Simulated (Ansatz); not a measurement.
**ClGaH3OSi: rigid scan of one bond length, by script**

Wanted for ClGaH3OSi: a rigid scan of one bond length.

Computed with the Python package of Ansatz 0.2.0. Level of theory: PBE0/def2-SVP.

### Step 1. Starting point

Bond lengths: Si1–O2 1.630 Å, O2–Ga3 1.798 Å, Ga3–Cl4 2.178 Å, Si1–H5 1.467 Å, Si1–H6 1.466 Å, Si1–H7 1.465 Å. Angles: Si1–O2–Ga3 166.8°, O2–Si1–H5 108.6°, O2–Si1–H6 108.2°, O2–Si1–H7 103.6°, H5–Si1–H6 111.3°, H5–Si1–H7 112.1°, H6–Si1–H7 112.7°, O2–Ga3–Cl4 115.0°.

The script holds or builds the structure itself.

### Step 2. Script

scan.py reads:

```python
'''Potential curve of ClGaH3OSi along one bond.'''

import ansatz
from ase import Atoms
import matplotlib.pyplot as plt
import numpy as np

atoms = Atoms(['Si', 'O', 'Ga', 'Cl', 'H', 'H', 'H'], positions=[
    [-0.03465, 1.21192, 0.10897],
    [0.14001, -0.38608, -0.16249],
    [0.6534, -2.02557, -0.6929],
    [-0.47355, -3.67015, 0.18484],
    [-0.13131, 1.89789, -1.18371],
    [1.12789, 1.67537, 0.87215],
    [-1.2818, 1.29663, 0.87314],
])
clgah3osi = ansatz.Crystal.molecule_from_ase(atoms)

symbols = [site.symbol for site in clgah3osi.cartesian_sites]
start = np.array([site.position_ang for site in clgah3osi.cartesian_sites])
axis = (start[3] - start[2]) / np.linalg.norm(start[3] - start[2])
moving = [3]
lengths, energies = [1.917, 2.004, 2.091, 2.178, 2.265, 2.353, 2.44, 2.57], []
for length in lengths:
    xyz = start.copy()
    xyz[moving] += (length - np.linalg.norm(start[3] - start[2])) * axis
    point = ansatz.Crystal.molecule()
    for symbol, place in zip(symbols, xyz):
        point = point.atom(symbol, place.tolist())
    calc = (
        point.calculation()
        .basis(gaussian='def2-SVP')
        .functional('pbe0')
        .spin('collinear', total=1)
    )
    summary = calc.run(threads=1, pin='off').report
    energies.append(summary['free_energy_ev'])
    print(f'r = {length:6.3f} A  E = {energies[-1]:.5f} eV  <S^2> = {abs(summary["mean_field"]["state"]["spin_squared"]):.3f}')

# quartic fit about the minimum
fit = np.polynomial.Polynomial.fit(lengths, np.array(energies) - min(energies), 4).convert()
roots = [r.real for r in fit.deriv().roots() if abs(r.imag) < 1e-9 and fit.deriv(2)(r.real) > 0]
r_e = min(roots, key=lambda r: abs(r - lengths[int(np.argmin(energies))]))
print(f'minimum of the fit at {r_e:.4f} A, force constant {fit.deriv(2)(r_e):.2f} eV/A^2')
plt.figure(figsize=(4.5, 3))
plt.plot(lengths, np.array(energies) - min(energies), 'o-')
plt.xlabel('bond length (A)')
plt.ylabel('E - E(min) (eV)')
plt.tight_layout()
plt.savefig('scan.png', dpi=100)
```

### Step 3. The calls as engine input

The engine receives this input (first run):

```yaml
crystal:
  periodic: [false, false, false]
  atoms:
    - { symbol: Si, position_ang: [-0.03465, 1.21192, 0.10897] }
    - { symbol: O, position_ang: [0.14001, -0.38608, -0.16249] }
    - { symbol: Ga, position_ang: [0.6534, -2.02557, -0.6929] }
    - { symbol: Cl, position_ang: [-0.3383556024202577, -3.472858192580245, 0.07954204487187273] }
    - { symbol: H, position_ang: [-0.13131, 1.89789, -1.18371] }
    - { symbol: H, position_ang: [1.12789, 1.67537, 0.87215] }
    - { symbol: H, position_ang: [-1.2818, 1.29663, 0.87314] }
basis:
  gaussian:
    orbitals: def2-SVP
hamiltonian:
  xc: pbe0
magnetization:
  spin_polarized: true
  initial_magnetization: 1.0
```

### Step 4. The run

Started as:

```sh
> python scan.py
```

What it wrote:

```text
r =  1.917 A  E = -74844.29342 eV  <S^2> = 0.752
r =  2.004 A  E = -74844.70989 eV  <S^2> = 0.752
r =  2.091 A  E = -74844.91214 eV  <S^2> = 0.753
r =  2.178 A  E = -74844.96614 eV  <S^2> = 0.753
r =  2.265 A  E = -74844.91918 eV  <S^2> = 0.754
r =  2.353 A  E = -74844.80411 eV  <S^2> = 0.754
r =  2.440 A  E = -74844.64912 eV  <S^2> = 0.755
r =  2.570 A  E = -74844.38099 eV  <S^2> = 0.758
minimum of the fit at 2.1742 A, force constant 13.67 eV/A^2
```

Wall time 44 s (1 thread of Arm Neoverse V2, shared host); peak memory 0.4 GiB.

### Step 5. Inputs of later runs

The engine's inputs for some of the other runs:

Run 3, against run 1:

```diff
@@ -7 +7 @@
-    - { symbol: Cl, position_ang: [-0.3383556024202577, -3.472858192580245, 0.07954204487187273] }
+    - { symbol: Cl, position_ang: [-0.4283741078042561, -3.604223944019454, 0.14965415536102555] }
```

Run 4, against run 1:

```diff
@@ -7 +7 @@
-    - { symbol: Cl, position_ang: [-0.3383556024202577, -3.472858192580245, 0.07954204487187273] }
+    - { symbol: Cl, position_ang: [-0.4733833604962552, -3.669906819739058, 0.18471021060560183] }
```

Run 6, against run 1:

```diff
@@ -7 +7 @@
-    - { symbol: Cl, position_ang: [-0.3383556024202577, -3.472858192580245, 0.07954204487187273] }
+    - { symbol: Cl, position_ang: [-0.5639192136123456, -3.8020275467612503, 0.25522526425848546] }
```

Lines on the test bed's own set-up are left out of the output.

### Step 6. Run by run

One row for each of the 8 runs:

```csv
run,distance (Å),energy from run 4 (eV),<S²>,SCF cycles,CPU time (s)
1,1.92,0.6727,0.75,18,5.6
2,2.00,0.2563,0.75,18,5.1
3,2.09,0.0540,0.75,18,5.5
4,2.18,0.0000,0.75,18,5
5,2.27,0.0470,0.75,18,5.5
6,2.35,0.1620,0.75,18,5.1
7,2.44,0.3170,0.76,18,5.4
8,2.57,0.5852,0.76,20,5.8
```

### Step 7. Results

```
                        quantity     value
bond length at the fit's minimum  2.1742 Å
                   runs compared         8
                 range of energy  0.673 eV
      lowest point, distance (Å)      2.18
```

In words: The lowest point, at 2.18, lies inside the range. The ends stand 0.673 and 0.585 eV above it. The distance scanned is the script's pair 2, 3. What to keep in mind:
- The rest of the molecule is held rigid at a force-field or estimated start geometry, and the basis set is modest; single-reference methods fail as a bond breaks.
- The species is open-shell (spin multiplicity 2).
